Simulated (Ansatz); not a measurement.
# CH3GeNO: the cost of one run

Program: Ansatz 0.2.0. Level of theory: RKS PBE-D4/def2-SVP. These are calculated values, not measurements.

## 1. Starting point

Bond lengths: N1–C2 1.204 Å, C2–Ge3 1.909 Å, Ge3–O4 1.865 Å, Ge3–H5 1.523 Å, Ge3–H6 1.569 Å, O4–H7 0.989 Å. Angles: N1–C2–Ge3 178.2°, C2–Ge3–O4 107.6°, C2–Ge3–H5 110.3°, C2–Ge3–H6 108.9°, O4–Ge3–H5 111.1°, O4–Ge3–H6 107.4°, H5–Ge3–H6 111.4°, Ge3–O4–H7 100.9°.

Coordinates:

```xyz
7

N     0.1271   -2.0856    1.9521
C    -0.0517   -1.1740    1.1866
Ge   -0.2880    0.2536   -0.0587
O     1.1781    0.2459   -1.2111
H    -1.5905    0.0743   -0.8274
H    -0.2648    1.6157    0.7193
H     0.9510    1.0021   -1.8064
```

## 2. Relaxing end A

input.yaml reads:

```yaml
crystal:
  periodic: [false, false, false]
  atoms:
    - { symbol: "N", position_ang: [0.1271, -2.0856, 1.9521] }
    - { symbol: C, position_ang: [-0.0517, -1.174, 1.1866] }
    - { symbol: Ge, position_ang: [-0.288, 0.2536, -0.0587] }
    - { symbol: O, position_ang: [1.1781, 0.2459, -1.2111] }
    - { symbol: H, position_ang: [-1.5905, 0.0743, -0.8274] }
    - { symbol: H, position_ang: [-0.2648, 1.6157, 0.7193] }
    - { symbol: H, position_ang: [0.951, 1.0021, -1.8064] }
basis:
  gaussian: { orbitals: def2-SVP }
hamiltonian:
  xc: pbe
  dispersion: d4
relax:
  f_tol: 0.015
  max_steps: 40
```

Command:

```sh
ansatz run input.yaml --threads 1 --pin off --max-ram 2048MiB --backend cpu --events-out ev --progress --plain --runs-dir out
```

**Question.** How long does this run take on 1 thread of an x86-64 CPU, shared host, and how much memory does it need?

About 12 s, with a peak of 0.16 GiB.
